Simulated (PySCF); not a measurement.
**BeH₃⁻: singlet, from a PBE0 minimum start**

Where does singlet BeH₃⁻ go from a PBE0 minimum start, is the end point a minimum, and what are its modes, charges and moments?

The runs use PySCF 2.14.0; PBE0, basis Be def2-TZVPD, H def2-TZVPD, no relativity, density fitting.

### Step 1. Starting geometry

4 atoms, charge -1, spin multiplicity 1.

Bond lengths: Be1–H2 1.426 Å, Be1–H3 1.426 Å, Be1–H4 1.426 Å. Angles: H2–Be1–H3 120.0°, H2–Be1–H4 120.0°, H3–Be1–H4 120.0°.

Coordinates in bohr (charge -1 multiplicity 1):
```
Be    0.0000    0.0000    0.0000
H     2.6944    0.0000    0.0000
H    -1.3472    2.3334    0.0000
H    -1.3472   -2.3334    0.0000
```

### Step 2. Finding the electronic state

The steps below are one call of a driver around PySCF. For each, scf.py gives the equivalent set-up of the SCF; relaxations use the driver's own optimiser. After this first run the driver tries any further starts and a stability analysis.

File scf.py:

```python
from pyscf import gto, scf, dft
mol = gto.M(atom='''
Be    -0.000000    -0.000000     0.000000
H      1.425790    -0.000014     0.000000
H     -0.712883     1.234777     0.000000
H     -0.712907    -1.234764    -0.000000''',
    basis={'Be': 'def2-TZVPD', 'H': 'def2-TZVPD'},
    charge=-1, spin=0)
mf = dft.RKS(mol, xc='PBE0')
mf.grids.atom_grid = (50, 194)
aux = {'Be': 'def2-universal-JKFIT', 'H': 'def2-universal-JKFIT'}
mf = mf.density_fit(auxbasis=aux)
mf.conv_tol = 1e-08
mf.diis_space = 10
mf.max_cycle = 60
mf.init_guess = 'minao'
mf.verbose = 4
mf.kernel()
```

Run with:

```console
> OMP_NUM_THREADS=2 python axn.py task.json out
```

The program printed:

```text
init E= -16.1809446724724
  HOMO = -0.308222780792538  LUMO = -0.0666116750556141  gap/eV = 6.57457
cycle= 1 E= -16.4579983165186  delta_E= -0.277  |g|= 0.229  |ddm|= 1.25
  HOMO = 0.00947116722794653  LUMO = 0.163341422673694  gap/eV = 4.18702
cycle= 2 E= -16.4856579263218  delta_E= -0.0277  |g|= 0.12  |ddm|= 0.566
  HOMO = -0.0513027899729791  LUMO = 0.145289184146837  gap/eV = 5.34954
cycle= 3 E= -16.4941052188592  delta_E= -0.00845  |g|= 0.00937  |ddm|= 0.208
  HOMO = -0.0519668470555739  LUMO = 0.145217935071362  gap/eV = 5.36567
cycle= 4 E= -16.4941513913755  delta_E= -4.62e-05  |g|= 0.00126  |ddm|= 0.0179
  HOMO = -0.051858612150797  LUMO = 0.145170295115567  gap/eV = 5.36143
cycle= 5 E= -16.4941520735031  delta_E= -6.82e-07  |g|= 7.88e-05  |ddm|= 0.00206
  HOMO = -0.0518902559014073  LUMO = 0.145166842603991  gap/eV = 5.36220
cycle= 6 E= -16.4941520777165  delta_E= -4.21e-09  |g|= 4.39e-06  |ddm|= 0.000122
  HOMO = -0.0518875115949271  LUMO = 0.14516770345702  gap/eV = 5.36215
Extra cycle  E= -16.4941520777262  delta_E= -9.7e-12  |g|= 2.16e-06  |ddm|= 1.39e-05
converged SCF energy = -16.4941520777262
```

This step, with its further starts and checks, needed 0.9 s of wall time on 2 threads of Arm Neoverse V1, shared host.

No lower closed-shell solution turned up in the test of internal stability.

### Step 3. PBE0 minimum start, singlet: relaxation

The program finds D3h symmetry in the start, which this walk keeps. Threshold on the gradient: 0.0003 Eh/bohr, with a further test on the energy change.

scf.py: that of step 2 with these lines changed.

```diff
@@ -3 +3 @@
-Be    -0.000000    -0.000000     0.000000
+Be    -0.000000     0.000000     0.000000
@@ -6 +6 @@
-H     -0.712907    -1.234764    -0.000000''',
+H     -0.712907    -1.234764     0.000000''',
@@ -16 +15,0 @@
-mf.init_guess = 'minao'
```

Energy and gradient, step by step:

| step | energy (Eh) | change (kJ/mol) | largest symmetric gradient (Eh/bohr) |
| --- | --- | --- | --- |
| 0 | -16.494152 | 0.00 | 0.00000 |

The walk took under 0.5 s.

Geometry (Å) and forces (eV/Å) at some steps:

```
step 0
Be   0.000   0.000   0.000   0.002   0.000   0.000
H    1.426   0.000   0.000   0.000   0.000   0.000
H   -0.713   1.235   0.000  -0.001   0.000   0.000
H   -0.713  -1.235   0.000  -0.001   0.000   0.000
```

End point (D3h, 0 steps, 0.0 kJ/mol gained): Be–H 1.426 Å (×3); H–Be–H 120.0° (×3).

### Step 4. Vibrations and properties at this point

The point is checked on the finer grid, and tightened if its gradient asks for it. The Hessian and the dipole derivatives come from central differences of analytic gradients, with steps of 0.02 bohr.

scf.py: that of step 3 with these lines changed.

```diff
@@ -3 +3 @@
-Be    -0.000000     0.000000     0.000000
+Be     0.000000     0.000000     0.000000
@@ -10 +10 @@
-mf.grids.atom_grid = (50, 194)
+mf.grids.atom_grid = (75, 302)
@@ -13 +13 @@
-mf.conv_tol = 1e-08
+mf.conv_tol = 1e-10
```

This SCF starts from the last density.

SCF at the final geometry:

```text
init E= -16.4941475443705
  HOMO = -0.0518878235297263  LUMO = 0.145167813103623  gap/eV = 5.36216
cycle= 1 E= -16.4941475443707  delta_E= -1.63e-13  |g|= 3.05e-07  |ddm|= 1.24e-06
  HOMO = -0.0518876562416099  LUMO = 0.145167861229239  gap/eV = 5.36215
Extra cycle  E= -16.4941475443707  delta_E= -4.97e-14  |g|= 1.59e-07  |ddm|= 6.6e-07
converged SCF energy = -16.4941475443707
```

The whole step took 5 s.

Geometry: D3h; Be–H 1.426 Å (×3); H–Be–H 120.0° (×3).

Modes, for the most abundant isotopes:

| symmetry | ω (cm⁻¹) | IR (km/mol) | type |
| --- | --- | --- | --- |
| a2'' | 821 | 422 | bend |
| e' | 847 | 303 | bend |
| a1' | 1675 | 0.0 | stretch |
| e' | 1683 | 1623 | stretch |

No imaginary mode, so this is a minimum.

Properties at this point:

```yaml
Dipole_moment_about_the_centre_of_mass: 0.00 D
Highest_occupied_level: -1.41 eV
Lowest_empty_level: 3.95 eV
Rotational_constants: 5.485, 5.485, 2.743 cm⁻¹
Zero-point_energy: 45.2 kJ/mol
Principal_polarisabilities: 35.4, 45.3, 45.3 bohr³
Principal_traceless_quadrupole_moments_about_the_centre_of_mass: -4.41, -4.41, 8.82 D Å
Entropy_at_298.15_K_and_1_bar: 192.7 J/(mol K)
Heat_capacity_Cp_at_298.15_K: 41.2 J/(mol K)
Enthalpy_at_298.15_K_above_0_K: 10.47 kJ/mol
Rotational_symmetry_number: 6
```

Charges (e) and bond orders:

```csv
atom,Mulliken,Löwdin,polar tensor,Mayer order to Be1
Be1,-0.70,-0.41,0.52,–
"H2,3,4",-0.10,-0.20,-0.51,0.98
```

Mulliken populations on Be1: s 2.99, p 1.64, d 0.07.

### Step 5. What came out

```
                            quantity                                        value
                             minimum                                 singlet, D3h
                            geometry        Be–H 1.426 Å (×3); H–Be–H 120.0° (×3)
                  wavenumbers (cm⁻¹)  821 (a2''), 847 (e'), 1675 (a1'), 1683 (e')
      dipole moment (centre of mass)                                       0.00 D
highest occupied, lowest empty level                               -1.41, 3.95 eV
          polar-tensor charge of Be1                                      +0.52 e
                   zero-point energy                                  45.2 kJ/mol
                 entropy at 298.15 K                              192.7 J/(mol K)
```

The PBE0 minimum start keeps its D3h symmetry and ends in a minimum. In the infrared the band at 1683 cm⁻¹ (e', stretch) leads. Only this shape and spin were tried, so other structures or states may lie lower.

The search up to here took 6.4 s.
